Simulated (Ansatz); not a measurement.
# C2H4N2Te: basis-set convergence

An exercise on one series of results from a longer session: the logs are not shown, and one member is left open.

The runs use Ansatz 0.2.0, Gaussian basis; one geometry, several basis sets.

The runs, in order: PBE0-D4/def2-SVP; ωB97M-V/def2-SVP; PBE0-D4/def2-QZVPP; ωB97M-V/def2-QZVPP; the functionals' def2-TZVPP values are taken from earlier runs.

## The geometry

An earlier PBE0-D4 in a triple-zeta def2 set relaxation fixed the geometry. Te takes the def2 core potential; no spin-orbit term is included.

SMILES `C=NC(=N)[TeH]`, 9 atoms, charge 0, spin multiplicity 1.

Atoms are counted from 1 here; the program's logs count them from 0.

Bond lengths: C1–N2 1.262 Å, C1–H6 1.095 Å, C1–H7 1.089 Å, N2–C3 1.389 Å, C3–N4 1.260 Å, C3–Te5 2.122 Å, N4–H8 1.021 Å, Te5–H9 1.657 Å. Angles: N2–C1–H6 123.3°, N2–C1–H7 118.8°, H6–C1–H7 117.9°, C1–N2–C3 120.2°, N2–C3–N4 127.4°, N2–C3–Te5 115.4°, N4–C3–Te5 117.1°, C3–N4–H8 111.2°, C3–Te5–H9 93.8°.

The first run:

Input file in.yaml:

```yaml
crystal:
  periodic: [false, false, false]
  atoms:
    - {symbol: C, position_ang: [0.696400, 0.691427, -1.077291]}
    - {symbol: N, position_ang: [-0.030656, -0.286464, -0.750481]}
    - {symbol: C, position_ang: [-0.175788, -0.633423, 0.586983]}
    - {symbol: N, position_ang: [0.556928, -1.405454, 1.261551]}
    - {symbol: Te, position_ang: [-1.909656, 0.131716, 1.541956]}
    - {symbol: H, position_ang: [1.210506, 1.326914, -0.349185]}
    - {symbol: H, position_ang: [0.819444, 0.923715, -2.133645]}
    - {symbol: H, position_ang: [1.345424, -1.743712, 0.708052]}
    - {symbol: H, position_ang: [-2.424205, 0.948883, 0.195060]}
basis:
  gaussian: {orbitals: def2-SVP}
hamiltonian: {xc: pbe0, dispersion: d4}
output: {orbitals: {seedname: orbitals}}
```

Command:

```bash
> ansatz run in.yaml --threads 4 --pin off --events-out ev --progress --plain --max-ram 10444MiB
```

Steps of the session up to this table: PBE0-D4 in def2-SVP; ωB97M-V in def2-SVP; PBE0-D4 in def2-QZVPP; ωB97M-V in def2-QZVPP.

One table of the session follows, with a row left open; its other results are not shown here.

It belongs to the step «Functionals by basis». 

| functional | basis | HOMO (eV) |
| --- | --- | --- |
| PBE0-D4 | def2-SVP | -6.32 |
| PBE0-D4 | def2-TZVPP | -6.47 |
| PBE0-D4 | def2-QZVPP | -6.50 |
| ωB97M-V | def2-SVP | ? |
| ωB97M-V | def2-TZVPP | -8.55 |
| ωB97M-V | def2-QZVPP | -8.58 |

**Question.** Estimate the row for ωB97M-V, def2-SVP.

**Answer.** HOMO (eV): -8.37. In the column «HOMO (eV)» it lies between ωB97M-V, def2-TZVPP (-8.55) and PBE0-D4, def2-QZVPP (-6.50).
